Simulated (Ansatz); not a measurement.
Consider a comparison of norm-conserving and PAW potentials of AlCu, space group Pm-3m (the Python package of Ansatz (0.2.0)).

`nc_paw_alcu.py`:
```python
"""Two kinds of potentials on AlCu."""

import ansatz as az
import numpy as np

XC = "PBEsol"
VDW = "d3bjatm"
KSPACING = 0.32
OCCUPATIONS = "fermi_dirac"
WIDTH_EV = 0.15


def count_gap(report):
    # lowest empty less highest filled band, counting bands; zero where they overlap
    return max(report.get("gap_by_band_count_ev") or 0.0, 0.0)


def main() -> None:
    lattice = az.Lattice.of(
        [2.997509, 0.0, 0.0],
        [0.0, 2.997509, 0.0],
        [0.0, 0.0, 2.997509],
    )
    sites = [
        ("Al", [0.0, 0.0, 0.0]),
        ("Cu", [0.5, 0.5, 0.5]),
    ]
    structure = az.Crystal(lattice=lattice)
    for symbol, position in sites:
        structure = structure.atom(symbol, position)

    base = structure.calculation()
    base = base.functional(XC, dispersion=VDW)
    base = base.kpoints(spacing=KSPACING)
    base = base.occupations(OCCUPATIONS, width=WIDTH_EV)
    base = base.stress()
    base = base.forces().band_table()
    variants = {
        "PAW": base.pseudopotentials("paw"),
        "norm-conserving": base.pseudopotentials("nc"),
    }
    # totals differ by the cores that each treatment holds, so compare what does not depend on them
    rows = []
    for label, variant in variants.items():
        rep = variant.run().report
        levels = np.array(rep["eigenvalues_ev"][0]) - rep["fermi_energy_ev"]
        print(label, "levels at the first k-point near E_F:", np.round(levels[np.abs(levels) < 5], 3))
        rows.append((label, rep["n_electrons"], np.trace(rep["stress_gpa"]) / 3, count_gap(rep)))
    print("     treatment  electrons in bands           P GPa  gap by band count eV")
    for row in rows:
        print(f"{str(row[0]):>14s}  {row[1]:18.1f}  {row[2]:14.3f}  {row[3]:20.3f}")


if __name__ == "__main__":
    main()
```

How well do the two treatments of the cores agree on the pressure?

PAW gives -8.473 GPa and norm-conserving -8.728 GPa, 0.26 GPa apart. They took 0.8 and 2.0 s of processor time.

What the script printed:

```console
$ python nc_paw_alcu.py
DeckWarning: basis.ecutwfc = 420 eV, auto-derived from the records' recommended cutoffs: set by Al (normal level)
PAW levels at the first k-point near E_F: [-4.8   -4.8   -3.772 -3.772 -3.772  3.86   3.86   3.86 ]
DeckWarning: basis.ecutwfc = 1251.723767 eV, auto-derived from the records' recommended cutoffs: set by Cu (normal level)
norm-conserving levels at the first k-point near E_F: [-4.763 -4.763 -3.734 -3.734 -3.734  3.838  3.838  3.838]
     treatment  electrons in bands           P GPa  gap by band count eV
           PAW                22.0          -8.473                 0.000
norm-conserving                22.0          -8.728                 0.000
```
(Warnings from the package without file and line.)

Reading the output:
- The computed bands are complete only to about 3.1 eV above the Fermi level.
- Dispersion corrections can be off by several per cent in the lattices of metals, and by several GPa in the pressure at a fixed cell.
- The mesh is modest for a metal, so energies can be off by several to tens of meV an atom and pressures by half a GPa or more; differences at equal mesh fare better.
- The smearing is wide enough that free energy and stress hold a thermal part of the electrons.
- A gap by band count of zero or less means overlapping bands, a metal.
- At these settings the cell as given stands under about -8 GPa, so it isn't at this functional's equilibrium volume.
- The structure comes from a database of computed cells and needn't be a stable or known phase.
- Levels are Kohn-Sham eigenvalues on this mesh.
- Stress is positive in compression.
- Finished in 3.4 s on 1 thread of Arm Neoverse V2, on a shared host, peak memory 0.4 GiB.

(A comment or docstring line of the script was reworded after the run, the code is as it ran; lines on the test bed's own set-up are left out of the output.)
